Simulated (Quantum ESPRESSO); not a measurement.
# HfGe (Pm-3m) in Quantum ESPRESSO: settings compared, part 2 of 3

Quantum ESPRESSO 7.5. Earlier steps stand in the parts before.

## Step 3: Phonons, rPW86PBE+rVV10

pw.in reads:

```
&CONTROL
  calculation = 'scf'
  prefix = 'pwscf'
  outdir = './tmp'
  pseudo_dir = './pseudo'
  tprnfor = .true.
  tstress = .true.
  disk_io = 'low'
/
&SYSTEM
  ibrav = 0
  nat = 2
  ntyp = 2
  ecutwfc = 45
  ecutrho = 360
  nbnd = 20
  input_dft = 'rvv10'
  occupations = 'smearing'
  smearing = 'mv'
  degauss = 0.01469973
/
&ELECTRONS
  conv_thr = 4d-10
  electron_maxstep = 120
  mixing_beta = 0.5
/
ATOMIC_SPECIES
Hf   178.4900 hf_pbe_v1.uspp.F.UPF
Ge    72.6300 ge_pbe_v1.4.uspp.F.UPF
CELL_PARAMETERS angstrom
   3.5008378700    0.0000000000    0.0000000000
   0.0000000000    3.5008378700    0.0000000000
   0.0000000000    0.0000000000    3.5008378700
ATOMIC_POSITIONS crystal
Hf     0.0000000000    0.0000000000    0.0000000000
Ge     0.5000000000    0.5000000000    0.5000000000
K_POINTS automatic
7 7 7 0 0 0
```

relax.in reads:

```
&CONTROL
  calculation = 'vc-relax'
  prefix = 'pwscf'
  outdir = './tmp'
  pseudo_dir = './pseudo'
  tprnfor = .true.
  tstress = .true.
  disk_io = 'low'
  nstep = 40
  forc_conv_thr = 0.0001
  etot_conv_thr = 1d-06
/
&SYSTEM
  ibrav = 0
  nat = 2
  ntyp = 2
  ecutwfc = 45
  ecutrho = 360
  nbnd = 20
  input_dft = 'rvv10'
  occupations = 'smearing'
  smearing = 'mv'
  degauss = 0.01469973
/
&ELECTRONS
  conv_thr = 4d-10
  electron_maxstep = 120
  mixing_beta = 0.5
/
&IONS
  ion_dynamics = 'bfgs'
/
&CELL
  cell_dynamics = 'bfgs'
  press = 0
  press_conv_thr = 0.2
/
ATOMIC_SPECIES
Hf   178.4900 hf_pbe_v1.uspp.F.UPF
Ge    72.6300 ge_pbe_v1.4.uspp.F.UPF
CELL_PARAMETERS angstrom
   3.5008378700    0.0000000000    0.0000000000
   0.0000000000    3.5008378700    0.0000000000
   0.0000000000    0.0000000000    3.5008378700
ATOMIC_POSITIONS crystal
Hf     0.0000000000    0.0000000000    0.0000000000
Ge     0.5000000000    0.5000000000    0.5000000000
K_POINTS automatic
7 7 7 0 0 0
```

scf2.in reads:

```
&CONTROL
  calculation = 'scf'
  prefix = 'pwscf'
  outdir = './tmp'
  pseudo_dir = './pseudo'
  tprnfor = .true.
  tstress = .true.
  disk_io = 'low'
/
&SYSTEM
  ibrav = 0
  nat = 2
  ntyp = 2
  ecutwfc = 45
  ecutrho = 360
  nbnd = 20
  input_dft = 'rvv10'
  occupations = 'smearing'
  smearing = 'mv'
  degauss = 0.01469973
/
&ELECTRONS
  conv_thr = 1d-13
  electron_maxstep = 120
  mixing_beta = 0.5
  startingpot = 'file'
  startingwfc = 'file'
/
ATOMIC_SPECIES
Hf   178.4900 hf_pbe_v1.uspp.F.UPF
Ge    72.6300 ge_pbe_v1.4.uspp.F.UPF
CELL_PARAMETERS angstrom
   3.3672210653    0.0000000000    0.0000000000
   0.0000000000    3.3672210653    0.0000000000
   0.0000000000    0.0000000000    3.3672210653
ATOMIC_POSITIONS crystal
Hf     0.0000000000    0.0000000000    0.0000000000
Ge     0.5000000000    0.5000000000    0.5000000000
K_POINTS automatic
7 7 7 0 0 0
```

ph.in reads:

```
phonons of HfGe
&INPUTPH
  prefix = 'pwscf'
  outdir = './tmp'
  tr2_ph = 1d-18
  fildyn = 'dyn'
  niter_ph = 90
  alpha_mix(1) = 0.4
/
0.0000000000 0.0000000000 0.0000000000
```

dynmat.in reads:

```
&INPUT
  fildyn = 'dyn'
  asr = 'crystal'
  filout = 'dynmat.disp'
  fileig = 'dynmat.eig'
/
```

Potentials or basis: GBRV 1.5 PBE.

Launch:

```
$ OMP_NUM_THREADS=1 pw.x -in pw.in > pw.out
$ OMP_NUM_THREADS=1 pw.x -in relax.in > relax.out
$ OMP_NUM_THREADS=1 pw.x -in scf2.in > scf2.out
$ OMP_NUM_THREADS=1 ph.x -in ph.in > ph.out
$ OMP_NUM_THREADS=1 dynmat.x -in dynmat.in > dynmat.out
```

pw.out:

```text
This program is part of the open-source Quantum ESPRESSO suite
     for quantum simulation of materials; please cite
         "P. Giannozzi et al., J. Phys.:Condens. Matter 21 395502 (2009);
         "P. Giannozzi et al., J. Phys.:Condens. Matter 29 465901 (2017);
         "P. Giannozzi et al., J. Chem. Phys. 152 154105 (2020);
     in publications or presentations arising from this work. More details at

     IMPORTANT: XC functional enforced from input :
     Exchange-correlation= RVV10
                           (   1   4  13   4  26   0   0)
     Any further DFT definition will be discarded
     Please, verify this is what you really want

     Message from routine setup:
     using ibrav=0 with symmetry is DISCOURAGED, use correct ibrav instead

     G-vector sticks info
     --------------------
     sticks:   dense  smooth     PW     G-vecs:    dense   smooth      PW
     Sum        1245     621    185                33371    11753    1935

     Using Slab Decomposition

[... 213 lines left out ...]
   -11.7310   1.7097  11.2606  11.2606  14.0614  14.0614  14.0614  15.5458
    15.5458  15.5458  15.8852  23.0739
[... 111 lines left out ...]
   -49.8953 -18.5677 -18.5673 -18.5673 -11.7389 -11.7374 -11.7374 -11.7067
   -11.7067   5.8334   8.8727   8.8727   9.5175  14.4769  15.0343  15.0343
    17.7654  17.7654  19.1382  20.0723

     the Fermi energy is    12.4715 ev

!    total energy              =    -373.14165329 Ry
     estimated scf accuracy    <          2.3E-10 Ry
     smearing contrib. (-TS)   =      -0.00029538 Ry
     internal energy E=F+TS    =    -373.14135791 Ry

     The total energy is F=E-TS. E is the sum of the following terms:
     one-electron contribution =    -140.91758198 Ry
     hartree contribution      =      88.71588309 Ry
     xc contribution           =    -134.39165036 Ry
     ewald contribution        =    -186.54800866 Ry

     convergence has been achieved in  10 iterations

     negative rho (up, down):  1.155E-01 0.000E+00

     Forces acting on atoms (cartesian axes, Ry/au):

     atom    1 type  1   force =     0.00000000    0.00000000    0.00000000
     atom    2 type  2   force =     0.00000000    0.00000000    0.00000000

     Total force =     0.000000     Total SCF correction =     0.000000

     Computing stress (Cartesian axis) and pressure

     negative rho (up, down):  1.155E-01 0.000E+00
          total   stress  (Ry/bohr**3)                   (kbar)     P=     -104.08
  -0.00070755   0.00000000   0.00000000         -104.08        0.00        0.00
   0.00000000  -0.00070755   0.00000000            0.00     -104.08        0.00
   0.00000000   0.00000000  -0.00070755            0.00        0.00     -104.08

=------------------------------------------------------------------------------=
   JOB DONE.
=------------------------------------------------------------------------------=
```

Wall time 6.7 min (1 thread of Arm Neoverse V1, shared host); peak memory 0.28 GiB.

Results:

```
Free energy                            : -5077.0162 eV
Relaxed volume                         : 19.09 Å³/atom
Relaxed cell                           : a = 3.367 Å, b = 3.367 Å, c = 3.367 Å, α = 90.00°, β = 90.00°, γ = 90.00°
Space group after relaxing (to 0.05 Å) : Pm-3m (No. 221)
Pressure after relaxing                : -0.1 GPa
Band gap on the k mesh                 : none (metal or under the smearing width)
Highest phonon frequency at Γ          : 141 cm⁻¹
Most unstable mode                     : 34i cm⁻¹
```

The path:
```tsv
step	energy change (eV)	largest force (eV/Å)	pressure (GPa)	volume (Å³)
1	0.0000	0.0000	-10.41	42.91
2	-0.1186	0.0000	-6.35	40.67
3	-0.1676	0.0000	1.79	37.61
4	-0.1707	0.0000	-0.19	38.24
5	-0.1707	0.0000	0.00	38.18
6	-0.1707	0.0000	0.00	38.18
```

Final structure:
```
Hf Ge
1.0
     3.36722    0.00000    0.00000
     0.00000    3.36722    0.00000
     0.00000    0.00000    3.36722
Hf Ge
1 1
Direct
  0.00000 0.00000 0.00000
  0.50000 0.50000 0.50000
```

Levels at points of the mesh, in eV from the Fermi level:
| k point | band 9 | band 10 | band 11 | band 12 | band 13 | band 14 | band 15 | band 16 | band 17 | band 18 |
| --- | --- | --- | --- | --- | --- | --- | --- | --- | --- | --- |
| (0.00, 0.00, 0.00) | -24.24 | -11.44 | -1.47 | -1.47 | 1.84 | 1.84 | 1.84 | 3.55 | 3.55 | 3.55 |

Phonon frequencies in cm⁻¹ (negative: imaginary):
```tsv
q point	frequencies
(0.000, 0.000, 0.000)	-34 -34 -34 141 141 141
```

Optical modes at Γ, degenerate ones joined:
```tsv
cm⁻¹	components	symmetry	active in
142	3	T1u	IR
```

Caveat: the mesh is thin for the phonons of a metal; the potentials were made for another functional, which shifts forces and pressure; before the sum rule the acoustic modes lie tens of cm⁻¹ from zero, a sign that the density grid also shifts the optical modes; pairwise dispersion overbinds metals, which lowers pressure and volume.

(Continued in part 3 of 3.)
